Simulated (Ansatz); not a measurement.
# FH2SbSe: the cost of one run

Program: Ansatz 0.2.0. Level of theory: RKS PBE0/def2-SVP. These are calculated values, not measurements.

**1. The system as given**

Bond lengths: F1–Sb2 2.020 Å, Sb2–Se3 2.559 Å, Sb2–H4 1.784 Å, Se3–H5 1.553 Å. Angles: F1–Sb2–Se3 91.0°, F1–Sb2–H4 90.5°, Se3–Sb2–H4 89.4°, Sb2–Se3–H5 91.2°.

As a file:

```xyz
5

F    -1.1934   -0.3719    1.3552
Sb   -1.1710    0.2089   -0.5790
Se    1.1133    1.3204   -0.2675
H    -0.3506   -1.3067   -1.0400
H     1.6516    0.0757    0.4898
```

**2. Relaxing end A**

The input, input.yaml:

```yaml
crystal:
  periodic: [false, false, false]
  atoms:
    - { symbol: F, position_ang: [-1.1934, -0.3719, 1.3552] }
    - { symbol: Sb, position_ang: [-1.171, 0.2089, -0.579] }
    - { symbol: Se, position_ang: [1.1133, 1.3204, -0.2675] }
    - { symbol: H, position_ang: [-0.3506, -1.3067, -1.04] }
    - { symbol: H, position_ang: [1.6516, 0.0757, 0.4898] }
basis:
  gaussian: { orbitals: def2-SVP }
hamiltonian:
  xc: pbe0
relax:
  f_tol: 0.015
  max_steps: 40
```

On the command line:

```sh
$ ansatz run input.yaml --threads 1 --pin off --max-ram 2048MiB --backend cpu --events-out ev --progress --plain --runs-dir out
```

What time and memory should one allow on 1 thread of Arm Neoverse V2, shared host?

About 29 s, with a peak of 0.18 GiB.
